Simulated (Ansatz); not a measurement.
# C₅H₈O₂: one species, many methods

The task here is to estimate one member of a computed series from the others.

The runs use Ansatz 0.2.0, Gaussian basis; functionals in def2-TZVPP, the program's frozen cores in correlated methods.

Plan: LDA (SPW92), PBE-D4, revPBE-D4, BLYP-D4, r2SCAN-D4, B97M-V, PBE0-D4, B3LYP-D4, r2SCANh-D4, r2SCAN0-D4, HSE06-D4, BHLYP-D4, CAM-B3LYP-D4, LC-ωPBE, ωB97X-V, ωB97M-V, B2PLYP, PBE-QIDH; CCSD(T)/def2-SVP; CCSD(T)/def2-TZVPP; MP2/def2-QZVPP; extrapolation to the limit; RPA on PBE.

## Structure used throughout

An earlier PBE0-D4 in a triple-zeta def2 set relaxation fixed the geometry.

SMILES `CC1CCC(=O)O1`, 15 atoms, charge 0, spin multiplicity 1.

Atoms are counted from 1 here; the program's logs count them from 0.

Bond lengths: C1–C2 1.512 Å, C1–H8 1.091 Å, C1–H9 1.092 Å, C1–H10 1.093 Å, C2–C3 1.532 Å, C2–O7 1.437 Å, C2–H11 1.092 Å, C3–C4 1.518 Å, C3–H12 1.092 Å, C3–H13 1.090 Å, C4–C5 1.513 Å, C4–H14 1.089 Å, C4–H15 1.094 Å, C5–O6 1.193 Å, C5–O7 1.350 Å. Angles: C2–C1–H8 110.5°, C2–C1–H9 110.1°, C2–C1–H10 111.1°, H8–C1–H9 108.5°, H8–C1–H10 108.2°, H9–C1–H10 108.3°, C1–C2–C3 114.1°, C1–C2–O7 109.6°, C1–C2–H11 110.0°, C3–C2–O7 104.9°, C3–C2–H11 111.8°, O7–C2–H11 106.0°, C2–C3–C4 102.6°, C2–C3–H12 110.1°, C2–C3–H13 111.8°, C4–C3–H12 110.3°, C4–C3–H13 113.9°, H12–C3–H13 108.0° and more.

As a file:

```
C     0.56666   -1.71907    0.03523
C     0.89529   -0.25094   -0.11096
C    -0.07564    0.52092   -1.00993
C    -1.09881    1.04617   -0.01876
C    -0.33337    1.11262    1.28482
O    -0.63197    1.68324    2.28889
O     0.80319    0.39308    1.17049
H     1.20192   -2.17904    0.79353
H     0.72868   -2.23672   -0.91307
H    -0.47615   -1.86154    0.33073
H     1.93088   -0.13024   -0.43536
H     0.44210    1.35027   -1.49599
H    -0.49910   -0.11420   -1.78834
H    -1.51419    2.02377   -0.25737
H    -1.93947    0.36167    0.12611
```

The first run:

in.yaml

```yaml
crystal:
  periodic: [false, false, false]
  atoms:
    - {symbol: C, position_ang: [0.566664, -1.719071, 0.035233]}
    - {symbol: C, position_ang: [0.895292, -0.250937, -0.110959]}
    - {symbol: C, position_ang: [-0.075638, 0.520918, -1.009932]}
    - {symbol: C, position_ang: [-1.098807, 1.046173, -0.018764]}
    - {symbol: C, position_ang: [-0.333375, 1.112618, 1.284819]}
    - {symbol: O, position_ang: [-0.631970, 1.683238, 2.288885]}
    - {symbol: O, position_ang: [0.803188, 0.393084, 1.170490]}
    - {symbol: H, position_ang: [1.201915, -2.179037, 0.793530]}
    - {symbol: H, position_ang: [0.728676, -2.236718, -0.913075]}
    - {symbol: H, position_ang: [-0.476150, -1.861542, 0.330731]}
    - {symbol: H, position_ang: [1.930876, -0.130238, -0.435364]}
    - {symbol: H, position_ang: [0.442098, 1.350274, -1.495988]}
    - {symbol: H, position_ang: [-0.499101, -0.114197, -1.788339]}
    - {symbol: H, position_ang: [-1.514193, 2.023773, -0.257373]}
    - {symbol: H, position_ang: [-1.939474, 0.361672, 0.126106]}
basis:
  gaussian: {orbitals: def2-TZVPP}
hamiltonian: {xc: lda}
output: {orbitals: {seedname: orbitals}}
```

The run is started by

```sh
ansatz run in.yaml --threads 8 --pin off --events-out ev --progress --plain --max-ram 18278MiB
```

Steps of the session up to this table: LDA; PBE-D4 (GGA); revPBE-D4 (GGA); BLYP-D4 (GGA); r2SCAN-D4 (meta-GGA); B97M-V (meta-GGA); PBE0-D4 (hybrid); B3LYP-D4 (hybrid); r2SCANh-D4 (hybrid); r2SCAN0-D4 (hybrid); HSE06-D4 (hybrid); BHLYP-D4 (hybrid); CAM-B3LYP-D4 (range-separated); LC-ωPBE (range-separated); ωB97X-V (range-separated); ωB97M-V (range-separated); B2PLYP (double hybrid); PBE-QIDH (double hybrid).

One table of the session follows, with a row left open; its other results are not shown here.

It belongs to the step «Frontier levels by functional». 

```
  functional  HOMO (eV)  gap (eV)
 LDA (SPW92)      -6.33      5.28
      PBE-D4      -6.13      5.34
   revPBE-D4      -6.06      5.37
     BLYP-D4      -6.04      5.34
   r2SCAN-D4      -6.45      5.94
      B97M-V      -6.60      6.14
     PBE0-D4      -7.76      8.07
    B3LYP-D4      -7.51      7.52
  r2SCANh-D4      -7.07      6.96
  r2SCAN0-D4          ?         ?
    HSE06-D4      -7.36      7.27
    BHLYP-D4      -9.34     10.61
CAM-B3LYP-D4      -9.24     10.60
     LC-ωPBE     -10.55     13.20
     ωB97X-V     -10.23     12.72
     ωB97M-V     -10.18     12.32
```

Q: Estimate the row for r2SCAN0-D4 from the others.

Worked estimate for «HOMO (eV)». Against the share of exact exchange, r2SCAN-D4 (0, -6.45), r2SCANh-D4 (0.1, -7.07) give a slope of -6.20 per unit share; at 0.25 the line stands at -8.00.

As computed: HOMO (eV): -8.00; gap (eV): 8.49. In «HOMO (eV)» the line misses by 0.00.
